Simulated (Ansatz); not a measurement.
**MnHg (Pm-3m): how the settings move a single-point run**

Question: which choices in the input matter for MnHg (Pm-3m)?

Program: Ansatz 0.2.0. Level of theory: reference: DFT PBE, scalar-relativistic, plane waves, PAW. These are calculated values, not measurements.

**1. The starting structure**

The structure is cubic, space group Pm-3m (No. 221). Conventional cell: a = 3.315 Å, b = 3.315 Å, c = 3.315 Å, α = 90.00°, β = 90.00°, γ = 90.00°. Around Mn (site symmetry m-3m) lie 8 Hg at 2.87 Å. Hg (site symmetry m-3m) is surrounded by 8 Mn at 2.87 Å.

Coordinates:

```cif
data_structure
_symmetry_space_group_name_H-M 'Pm-3m'
_symmetry_Int_Tables_number 221
_cell_length_a 3.3150
_cell_length_b 3.3150
_cell_length_c 3.3150
_cell_angle_alpha 90.000
_cell_angle_beta 90.000
_cell_angle_gamma 90.000
_cell_volume 36.43
loop_
_atom_site_label
_atom_site_type_symbol
_atom_site_symmetry_multiplicity
_atom_site_Wyckoff_symbol
_atom_site_fract_x
_atom_site_fract_y
_atom_site_fract_z
_atom_site_occupancy
Mn1 Mn 1 b 0.50000 0.50000 0.50000 1
Hg1 Hg 1 a 0.00000 0.00000 0.00000 1
```

**2. Reference**

File input.yaml:

```yaml
crystal:
  lattice:
    - [3.3150005801, 0.0, 0.0]
    - [0.0, 3.3150005801, 0.0]
    - [0.0, 0.0, 3.3150005801]
  atoms:
    - { symbol: Mn, position: [0.5, 0.5, 0.5], spin: 3.5 }
    - { symbol: Hg, position: [0.0, 0.0, 0.0] }
basis:
  ecutwfc: 420
  ecutrho_ratio: 4
kpoints:
  mp_grid: { grid: [10, 10, 10] }
hamiltonian:
  xc: pbe
scf:
  occupations: { method: gaussian, width: 0.05 }
output:
  forces: true
  stress: true
  eigenvalues: true
  populations: true
magnetization:
  spin_polarized: true
```

Command:

```
$ ansatz run input.yaml --threads 4 --pin off --max-ram 9216MiB --backend cpu --events-out ev --progress --plain --runs-dir out
```

The main lines of its log:

```text
[...]
Basis set: ecut = 420 eV, 739 PW (Γ), exchange–correlation on 48×48×48 points (8 copies of the dense FFT grid, shifted against one another)
[...]
Magnetic group: BNS 221.92 (UNI 1594), of the structure as read, at distance tolerance 3.3e-5 Å
k-points: 56 of 1000
[...]
SCF iter   1: F=—  HF=-17711.381586 eV  |F-HF|=—  |Δ(HF+E_count)|=         —  Δρ=6.16e-2 (↑6.16e-2 ↓3.63e-2)  dr2=1.89e0  dr2_m=5.48e-1  M=3.886 μB ∫|m|=4.067 μB  β_m=0.30  ethr=3.10e-3  ⟨swp⟩=4.9  Hψ=9983  notcnv=0
[...]
preconditioner: auto → Kerker (q_TF=auto, 2.710 Å⁻¹)  [metal: Δε(μ)=0.020 eV  Ē_g=9.826 eV  σ=0.050 eV  W_gap=0.22  n_scr=18 (ndim 8)  ℏωp=26.8 eV  f_vac=0.000  D(μ)=2.27/eV (n_scr^D=26)]
[...]
SCF iter   2: F=—  HF=-17711.519177 eV  |F-HF|=—  |Δ(HF+E_count)|=   1.38e-1  Δρ=3.98e-2 (↑3.98e-2 ↓2.50e-2)  dr2=9.02e-1  dr2_m=2.42e-1  M=3.877 μB ∫|m|=4.075 μB  β_m=0.58  ethr=3.10e-3  ⟨swp⟩=2.0  Hψ=4114  notcnv=0  defer=181
[...]
SCF iter   9: F=—  HF=-17711.593163 eV  |F-HF|=—  |Δ(HF+E_count)|=   5.05e-7  Δρ=1.03e-5 (↑8.18e-6 ↓1.03e-5)  dr2=5.83e-8  dr2_m=8.79e-9  M=3.934 μB ∫|m|=4.177 μB  β_m=0.99  ethr=2.15e-9  ⟨swp⟩=2.0  Hψ=3711  notcnv=0  defer=174
SCF iter  10: F=-17711.593163 eV  HF=-17711.593163 eV  |F-HF|=1.31e-8  |Δ(HF+E_count)|=   4.30e-8  Δρ=4.26e-6 (↑2.86e-6 ↓4.26e-6)  dr2=1.88e-8  dr2_m=2.67e-10  M=3.934 μB ∫|m|=4.177 μB  ethr=1.67e-10  ⟨swp⟩=6.0  Hψ=11066  notcnv=0
[...]
SCF converged after 10 iterations
Magnetization: 3.9343 μB (19.4671 up, 15.5329 down)
[...]
Free energy (F): -17711.593163 eV
[...]
E sigma→0 (E₀):  -17711.591735 eV
[...]
Fermi energy:    16.281325 eV
[...]
  P = ⅓ Tr σ = 0.7305 GPa (7.305 kbar)
[...]
```

It took 3.7 s on 4 threads of Intel Xeon Platinum 8259CL at 2.50GHz (Skylake/Cascade Lake), shared host; peak memory 0.42 GiB.

**3. Variant: mp_grid.grid [15, 15, 15]**

Changes to input.yaml since step 2:

```diff
@@ -12,3 +12,3 @@
 kpoints:
-  mp_grid: { grid: [10, 10, 10] }
+  mp_grid: { grid: [15, 15, 15] }
 hamiltonian:
@@ -20,4 +20,2 @@
   stress: true
-  eigenvalues: true
-  populations: true
 magnetization:
```

Command:

```
$ ansatz run input.yaml --threads 4 --pin off --max-ram 9216MiB --backend cpu --events-out ev --progress --plain --runs-dir out
```

The log of the run:

```text
Warning: RAYON_NUM_THREADS=4 ignored (pool sized by the plan → 4); use --threads N
Engine: ansatz 0.2.0, x86_64-unknown-linux-gnu
Pseudopotentials: kind: paw
Pseudopotential: Mn, paw, valence charge 15, recommended cutoff 420 eV (normal), Mn.paw.azcp
Pseudopotential: Hg, paw, valence charge 20, recommended cutoff 420 eV (normal), Hg.paw.azcp
Functional definition: PBE
  parameter kappa = 0.804
  parameter beta = 0.06672455060314922
  exchange = pbe_x(kappa = kappa, mu = beta*pi^2/3)
  correlation = pbe_c(beta = beta)
Crystal: 2 atoms, lattice volume = 36.429 Å³
Basis set: ecut = 420 eV, 739 PW (Γ), exchange–correlation on 48×48×48 points (8 copies of the dense FFT grid, shifted against one another)
Bands: 24, of which v1, the nominal top of the filled ones, is band 18 counted from 1 (17 counted from 0)
Symmetry: 48 space group operations
Space group: Pm-3m (ITA 221), of the structure as read, at distance tolerance 3.3e-5 Å
Magnetic group: BNS 221.92 (UNI 1594), of the structure as read, at distance tolerance 3.3e-5 Å
k-points: 120 of 3375
Non-local potential: Mn, projectors of the file, l = 0: 3, l = 1: 2, l = 2: 3, l = 3: 1
Non-local potential: Hg, projectors of the file, l = 0: 3, l = 1: 2, l = 2: 2, l = 3: 1
PAW form: soft (Blöchl's): semilocal exchange-correlation on the pseudo side does not see the compensation charge
PAW one-centre angular grid: Mn, 590 points (default); XC on 64 Gauss nodes
PAW one-centre angular grid: Hg, 590 points (default); XC on 64 Gauss nodes
Initial density: superposition of atomic densities (chi_scale 0.1, normalization cell)
Starting moments: Σ|m| = 3.5 μB on 1 of 2 sites
Initial wavefunctions: pseudopotential atomic-orbital guess
Functional: x = pbe(κ = 0.804, μ = 0.2195149727645171), c = pbe(β = 0.06672455060314922)
SCF iter   1: F=—  HF=-17711.388508 eV  |F-HF|=—  |Δ(HF+E_count)|=         —  Δρ=6.27e-2 (↑6.27e-2 ↓3.72e-2)  dr2=1.87e0  dr2_m=5.83e-1  M=3.919 μB ∫|m|=4.089 μB  β_m=0.30  ethr=3.10e-3  ⟨swp⟩=4.8  Hψ=21156  notcnv=0
Mixer restart at iter 1: flushing history
preconditioner: auto → Kerker (q_TF=auto, 2.710 Å⁻¹)  [metal: Δε(μ)=0.009 eV  Ē_g=9.830 eV  σ=0.050 eV  W_gap=0.10  n_scr=18 (ndim 8)  ℏωp=26.8 eV  f_vac=0.000  D(μ)=2.22/eV (n_scr^D=26)]
spin=Collinear: Kerker preconditioning applied to the charge; magnetization (m = ρ↑ − ρ↓) channel mixes plain (no charge-response kernel on spin).
SCF iter   2: F=—  HF=-17711.521910 eV  |F-HF|=—  |Δ(HF+E_count)|=   1.33e-1  Δρ=4.03e-2 (↑4.03e-2 ↓2.54e-2)  dr2=8.95e-1  dr2_m=2.52e-1  M=3.900 μB ∫|m|=4.090 μB  β_m=0.58  ethr=3.10e-3  ⟨swp⟩=2.0  Hψ=8802  notcnv=0  defer=409
SCF iter   3: F=—  HF=-17711.607459 eV  |F-HF|=—  |Δ(HF+E_count)|=   8.55e-2  Δρ=7.78e-3 (↑7.78e-3 ↓4.85e-3)  dr2=8.66e-2  dr2_m=1.69e-3  M=3.851 μB ∫|m|=4.103 μB  β_m=0.68  ethr=2.56e-3  ⟨swp⟩=2.1  Hψ=9096  notcnv=0  defer=406
SCF iter   4: F=—  HF=-17711.590089 eV  |F-HF|=—  |Δ(HF+E_count)|=   1.74e-2  Δρ=5.60e-3 (↑5.60e-3 ↓2.87e-3)  dr2=1.17e-2  dr2_m=9.04e-4  M=3.857 μB ∫|m|=4.120 μB  β_m=0.70  ethr=2.47e-4  ⟨swp⟩=2.2  Hψ=9223  notcnv=0  defer=384
SCF iter   5: F=—  HF=-17711.591872 eV  |F-HF|=—  |Δ(HF+E_count)|=   1.78e-3  Δρ=2.88e-3 (↑1.20e-3 ↓2.88e-3)  dr2=3.24e-3  dr2_m=4.64e-4  M=3.889 μB ∫|m|=4.148 μB  β_m=0.85  ethr=3.34e-5  ⟨swp⟩=2.0  Hψ=9924  notcnv=0  defer=384
SCF iter   6: F=—  HF=-17711.594278 eV  |F-HF|=—  |Δ(HF+E_count)|=   2.41e-3  Δρ=1.83e-3 (↑4.28e-4 ↓1.83e-3)  dr2=1.35e-3  dr2_m=2.58e-4  M=3.913 μB ∫|m|=4.167 μB  β_m=0.92  ethr=9.25e-6  ⟨swp⟩=2.0  Hψ=7431  notcnv=0  defer=384
SCF iter   7: F=—  HF=-17711.594523 eV  |F-HF|=—  |Δ(HF+E_count)|=   2.45e-4  Δρ=1.73e-4 (↑1.30e-4 ↓1.73e-4)  dr2=8.37e-6  dr2_m=4.43e-6  M=3.924 μB ∫|m|=4.175 μB  β_m=0.96  ethr=3.85e-6  ⟨swp⟩=2.0  Hψ=7239  notcnv=0  defer=384
SCF iter   8: F=—  HF=-17711.594529 eV  |F-HF|=—  |Δ(HF+E_count)|=   6.04e-6  Δρ=5.35e-5 (↑1.67e-5 ↓5.35e-5)  dr2=1.09e-6  dr2_m=2.02e-7  M=3.926 μB ∫|m|=4.176 μB  β_m=0.98  ethr=2.39e-8  ⟨swp⟩=2.1  Hψ=9056  notcnv=0  defer=384
SCF iter   9: F=—  HF=-17711.594530 eV  |F-HF|=—  |Δ(HF+E_count)|=   6.76e-7  Δρ=1.23e-5 (↑6.78e-6 ↓1.23e-5)  dr2=1.07e-7  dr2_m=5.35e-9  M=3.926 μB ∫|m|=4.176 μB  β_m=0.99  ethr=3.12e-9  ⟨swp⟩=2.3  Hψ=8850  notcnv=0  defer=384
SCF iter  10: F=-17711.594530 eV  HF=-17711.594530 eV  |F-HF|=4.55e-8  |Δ(HF+E_count)|=   3.04e-8  Δρ=8.33e-6 (↑4.25e-6 ↓8.33e-6)  dr2=5.57e-8  dr2_m=2.10e-9  M=3.926 μB ∫|m|=4.177 μB  ethr=2.86e-10  ⟨swp⟩=2.5  Hψ=19381  notcnv=0
SCF 1 converged in 10 iterations: F = -17711.594530 eV  dr2 = 5.57e-8
SCF converged after 10 iterations
Magnetization: 3.9262 μB (19.4631 up, 15.5369 down)
Absolute magnetization: 4.1805 μB (∫|ρ↑−ρ↓|, with the PAW one-centre terms)
Spin contamination: 0.1395 ħ² per cell (⟨S²⟩ above its minimum at these occupations)
Per-site moments (μB) at R_I (Å): [(3.8938853944732768, 1.1842358203197847), (-0.025388323763111693, 1.1842358203197847)]
Free energy (F): -17711.594530 eV
Harris-Foulkes:  -17711.594530 eV  (|F-HF|=4.55e-8)
Internal energy: -17711.591949 eV  (E = F + TS)
E sigma→0 (E₀):  -17711.593239 eV
Entropy (-TS):   -0.002581 eV (-1.290 meV/atom)
Fermi energy:    16.275234 eV
--- Per-component energies (eV) ---
  E_band       = -595.680630
  E_kinetic    = 904.471462
  E_local      = -4249.204493  (includes V_loc(G=0)·N_el)
  E_nonlocal   = 320.553584
  E_hartree    = 1790.604959
  E_xc         = -332.853064
  E_vxc        = -406.189859  (∫ρ·V_xc dr)
  E_paw        = -11248.694912  (= ΣΔE_a)
  E_vpaw       = -746.511444  (= ΣTr[D̂ρ^β])
  E_aug_tail   = 0.000976  (compensation charges beyond the density's cutoff)
  E_ewald      = -4896.470461
  E_smearing   = -0.002581  (= −TS)
  E_closure    = -0.000000  (closes the sum)
  Σ components = -17711.594530   (vs F -17711.594530, Δ=0.00e0)
--- Forces (eV/Å), atoms counted from 1 ---
  atom   1  Mn     0.00000000    -0.00000000     0.00000000
  atom   2  Hg    -0.00000000     0.00000000     0.00000000
  max |Σ_I F_I| component: 1.18e-29 eV/Å
--- Stress (GPa, compression-positive) ---
        0.630144      -0.000000       0.000000
       -0.000000       0.630144       0.000000
       -0.000000       0.000000       0.630144
  P = ⅓ Tr σ = 0.6301 GPa (6.301 kbar)
```

Run time: 5.8 s. Hardware: 4 threads of Intel Xeon Platinum 8259CL at 2.50GHz (Skylake/Cascade Lake), shared host; peak memory 0.52 GiB.

Changing the k-point mesh moves the energy by -0.7 meV/atom. The energy is not variational in the mesh, so the sign tells nothing. Cost: 5.8 s against 3.7 s.

**4. Changing settings: mp_grid.grid [12, 12, 12]**

Changes to input.yaml since step 2:

```diff
@@ -12,3 +12,3 @@
 kpoints:
-  mp_grid: { grid: [10, 10, 10] }
+  mp_grid: { grid: [12, 12, 12] }
 hamiltonian:
@@ -20,4 +20,2 @@
   stress: true
-  eigenvalues: true
-  populations: true
 magnetization:
```

Command:

```
$ ansatz run input.yaml --threads 4 --pin off --max-ram 9216MiB --backend cpu --events-out ev --progress --plain --runs-dir out
```

The log of the run:

```text
Warning: RAYON_NUM_THREADS=4 ignored (pool sized by the plan → 4); use --threads N
Engine: ansatz 0.2.0, x86_64-unknown-linux-gnu
Pseudopotentials: kind: paw
Pseudopotential: Mn, paw, valence charge 15, recommended cutoff 420 eV (normal), Mn.paw.azcp
Pseudopotential: Hg, paw, valence charge 20, recommended cutoff 420 eV (normal), Hg.paw.azcp
Functional definition: PBE
  parameter kappa = 0.804
  parameter beta = 0.06672455060314922
  exchange = pbe_x(kappa = kappa, mu = beta*pi^2/3)
  correlation = pbe_c(beta = beta)
Crystal: 2 atoms, lattice volume = 36.429 Å³
Basis set: ecut = 420 eV, 739 PW (Γ), exchange–correlation on 48×48×48 points (8 copies of the dense FFT grid, shifted against one another)
Bands: 24, of which v1, the nominal top of the filled ones, is band 18 counted from 1 (17 counted from 0)
Symmetry: 48 space group operations
Space group: Pm-3m (ITA 221), of the structure as read, at distance tolerance 3.3e-5 Å
Magnetic group: BNS 221.92 (UNI 1594), of the structure as read, at distance tolerance 3.3e-5 Å
k-points: 84 of 1728
Non-local potential: Mn, projectors of the file, l = 0: 3, l = 1: 2, l = 2: 3, l = 3: 1
Non-local potential: Hg, projectors of the file, l = 0: 3, l = 1: 2, l = 2: 2, l = 3: 1
PAW form: soft (Blöchl's): semilocal exchange-correlation on the pseudo side does not see the compensation charge
PAW one-centre angular grid: Mn, 590 points (default); XC on 64 Gauss nodes
PAW one-centre angular grid: Hg, 590 points (default); XC on 64 Gauss nodes
Initial density: superposition of atomic densities (chi_scale 0.1, normalization cell)
Starting moments: Σ|m| = 3.5 μB on 1 of 2 sites
Initial wavefunctions: pseudopotential atomic-orbital guess
Functional: x = pbe(κ = 0.804, μ = 0.2195149727645171), c = pbe(β = 0.06672455060314922)
SCF iter   1: F=—  HF=-17711.391753 eV  |F-HF|=—  |Δ(HF+E_count)|=         —  Δρ=6.33e-2 (↑6.33e-2 ↓3.76e-2)  dr2=1.87e0  dr2_m=5.99e-1  M=3.932 μB ∫|m|=4.098 μB  β_m=0.30  ethr=3.10e-3  ⟨swp⟩=4.9  Hψ=14927  notcnv=0
Mixer restart at iter 1: flushing history
preconditioner: auto → Kerker (q_TF=auto, 2.710 Å⁻¹)  [metal: Δε(μ)=0.028 eV  Ē_g=9.830 eV  σ=0.050 eV  W_gap=0.30  n_scr=18 (ndim 8)  ℏωp=26.8 eV  f_vac=0.000  D(μ)=2.21/eV (n_scr^D=26)]
spin=Collinear: Kerker preconditioning applied to the charge; magnetization (m = ρ↑ − ρ↓) channel mixes plain (no charge-response kernel on spin).
SCF iter   2: F=—  HF=-17711.522799 eV  |F-HF|=—  |Δ(HF+E_count)|=   1.31e-1  Δρ=4.07e-2 (↑4.07e-2 ↓2.57e-2)  dr2=8.90e-1  dr2_m=2.60e-1  M=3.914 μB ∫|m|=4.101 μB  β_m=0.58  ethr=3.10e-3  ⟨swp⟩=2.0  Hψ=6167  notcnv=0  defer=275
SCF iter   3: F=—  HF=-17711.610301 eV  |F-HF|=—  |Δ(HF+E_count)|=   8.75e-2  Δρ=8.58e-3 (↑8.58e-3 ↓4.57e-3)  dr2=8.35e-2  dr2_m=3.63e-3  M=3.897 μB ∫|m|=4.134 μB  β_m=0.68  ethr=2.54e-3  ⟨swp⟩=2.1  Hψ=6381  notcnv=0  defer=275
SCF iter   4: F=—  HF=-17711.592117 eV  |F-HF|=—  |Δ(HF+E_count)|=   1.82e-2  Δρ=5.58e-3 (↑5.58e-3 ↓2.98e-3)  dr2=1.18e-2  dr2_m=8.29e-4  M=3.907 μB ∫|m|=4.155 μB  β_m=0.68  ethr=2.38e-4  ⟨swp⟩=2.2  Hψ=6520  notcnv=0  defer=274
SCF iter   5: F=—  HF=-17711.595310 eV  |F-HF|=—  |Δ(HF+E_count)|=   3.19e-3  Δρ=2.39e-3 (↑1.68e-3 ↓2.39e-3)  dr2=3.69e-3  dr2_m=1.05e-4  M=3.926 μB ∫|m|=4.175 μB  β_m=0.84  ethr=3.37e-5  ⟨swp⟩=2.0  Hψ=6941  notcnv=0  defer=274
SCF iter   6: F=—  HF=-17711.597649 eV  |F-HF|=—  |Δ(HF+E_count)|=   2.34e-3  Δρ=8.80e-4 (↑2.84e-4 ↓8.80e-4)  dr2=4.14e-4  dr2_m=4.21e-5  M=3.935 μB ∫|m|=4.186 μB  β_m=0.92  ethr=1.05e-5  ⟨swp⟩=2.2  Hψ=5792  notcnv=0  defer=274
SCF iter   7: F=—  HF=-17711.597681 eV  |F-HF|=—  |Δ(HF+E_count)|=   3.20e-5  Δρ=1.13e-4 (↑8.49e-5 ↓1.13e-4)  dr2=3.76e-6  dr2_m=1.56e-6  M=3.936 μB ∫|m|=4.188 μB  β_m=0.96  ethr=1.18e-6  ⟨swp⟩=2.0  Hψ=4744  notcnv=0  defer=274
SCF iter   8: F=—  HF=-17711.597684 eV  |F-HF|=—  |Δ(HF+E_count)|=   3.08e-6  Δρ=2.19e-5 (↑2.19e-5 ↓2.03e-5)  dr2=5.67e-7  dr2_m=1.76e-8  M=3.936 μB ∫|m|=4.188 μB  β_m=0.98  ethr=1.07e-8  ⟨swp⟩=2.1  Hψ=6530  notcnv=0  defer=274
SCF iter   9: F=—  HF=-17711.597684 eV  |F-HF|=—  |Δ(HF+E_count)|=   1.14e-7  Δρ=7.18e-6 (↑6.04e-6 ↓7.18e-6)  dr2=4.93e-8  dr2_m=1.58e-9  M=3.936 μB ∫|m|=4.188 μB  β_m=0.99  ethr=1.62e-9  ⟨swp⟩=2.0  Hψ=4725  notcnv=0  defer=274
SCF iter  10: F=-17711.597684 eV  HF=-17711.597684 eV  |F-HF|=8.09e-9  |Δ(HF+E_count)|=   4.84e-9  Δρ=3.18e-6 (↑2.30e-6 ↓3.18e-6)  dr2=1.00e-8  dr2_m=9.51e-11  M=3.936 μB ∫|m|=4.188 μB  ethr=1.41e-10  ⟨swp⟩=2.2  Hψ=12095  notcnv=0
SCF 1 converged in 10 iterations: F = -17711.597684 eV  dr2 = 1.00e-8
SCF converged after 10 iterations
Magnetization: 3.9361 μB (19.4681 up, 15.5319 down)
Absolute magnetization: 4.1919 μB (∫|ρ↑−ρ↓|, with the PAW one-centre terms)
Spin contamination: 0.1412 ħ² per cell (⟨S²⟩ above its minimum at these occupations)
Per-site moments (μB) at R_I (Å): [(3.902490221082259, 1.1842358203197847), (-0.023971118536903094, 1.1842358203197847)]
Free energy (F): -17711.597684 eV
Harris-Foulkes:  -17711.597684 eV  (|F-HF|=8.09e-9)
Internal energy: -17711.596361 eV  (E = F + TS)
E sigma→0 (E₀):  -17711.597023 eV
Entropy (-TS):   -0.001323 eV (-0.661 meV/atom)
Fermi energy:    16.279647 eV
--- Per-component energies (eV) ---
  E_band       = -595.630849
  E_kinetic    = 904.481186
  E_local      = -4249.277360  (includes V_loc(G=0)·N_el)
  E_nonlocal   = 320.581800
  E_hartree    = 1790.668561
  E_xc         = -332.866145
  E_vxc        = -406.206550  (∫ρ·V_xc dr)
  E_paw        = -11248.714919  (= ΣΔE_a)
  E_vpaw       = -746.543043  (= ΣTr[D̂ρ^β])
  E_aug_tail   = 0.000976  (compensation charges beyond the density's cutoff)
  E_ewald      = -4896.470461
  E_smearing   = -0.001323  (= −TS)
  E_closure    = -0.000000  (closes the sum)
  Σ components = -17711.597684   (vs F -17711.597684, Δ=0.00e0)
--- Forces (eV/Å), atoms counted from 1 ---
  atom   1  Mn     0.00000000     0.00000000     0.00000000
  atom   2  Hg    -0.00000000     0.00000000    -0.00000000
  max |Σ_I F_I| component: 9.66e-29 eV/Å
--- Stress (GPa, compression-positive) ---
        0.775770      -0.000000       0.000000
       -0.000000       0.775770       0.000000
       -0.000000       0.000000       0.775770
  P = ⅓ Tr σ = 0.7758 GPa (7.758 kbar)
```

Wall time 4.3 s (4 threads of Intel Xeon Platinum 8259CL at 2.50GHz (Skylake/Cascade Lake), shared host); peak memory 0.46 GiB.

Changing the k-point mesh moves the energy by -2.3 meV/atom. Sampling errors of the energy have no fixed sign.

**5. Comparison**

| run | ending | energy change | pressure (GPa) | gap (eV) | abs. moment (μB) | force (eV/Å) | cycles | time |
| --- | --- | --- | --- | --- | --- | --- | --- | --- |
| reference | converged | 0 | 0.7 | 0.00 | 4.18 | 0.00 | 10 | 3.7 s |
| 1: mp_grid.grid [15, 15, 15] | converged | -0.7 meV/atom | 0.6 | 0.00 | 4.18 | 0.00 | 10 | 5.8 s |
| 2: mp_grid.grid [12, 12, 12] | converged | -2.3 meV/atom | 0.8 | 0.00 | 4.19 | 0.00 | 10 | 4.3 s |

Residual by cycle in the longest SCF loop of each run; runs are numbered as in the table. The quantity is the density residual dr2, in eV.

| cycle | reference | run 1 | run 2 |
| --- | --- | --- | --- |
| 1 | 1.89 | 1.87 | 1.87 |
| 2 | 0.902 | 0.895 | 0.89 |
| 3 | 0.0857 | 0.0866 | 0.0835 |
| 4 | 0.0116 | 0.0117 | 0.0118 |
| 5 | 0.00352 | 0.00324 | 0.00369 |
| 6 | 0.00166 | 0.00135 | 4.1e-4 |
| 7 | 5.1e-6 | 8.4e-6 | 3.8e-6 |
| 8 | 7.5e-7 | 1.1e-6 | 5.7e-7 |
| 9 | 5.8e-8 | 1.1e-7 | 4.9e-8 |
| 10 | 1.9e-8 | 5.6e-8 | 1.0e-8 |

**Reading.** Of the converged runs whose energies compare with the reference's, «mp_grid.grid [12, 12, 12]» moves the energy most (-2.3 meV/atom) and «mp_grid.grid [15, 15, 15]» least (-0.7 meV/atom). The pressure spans 0.6 to 0.8 GPa over the reference and the converged variants.
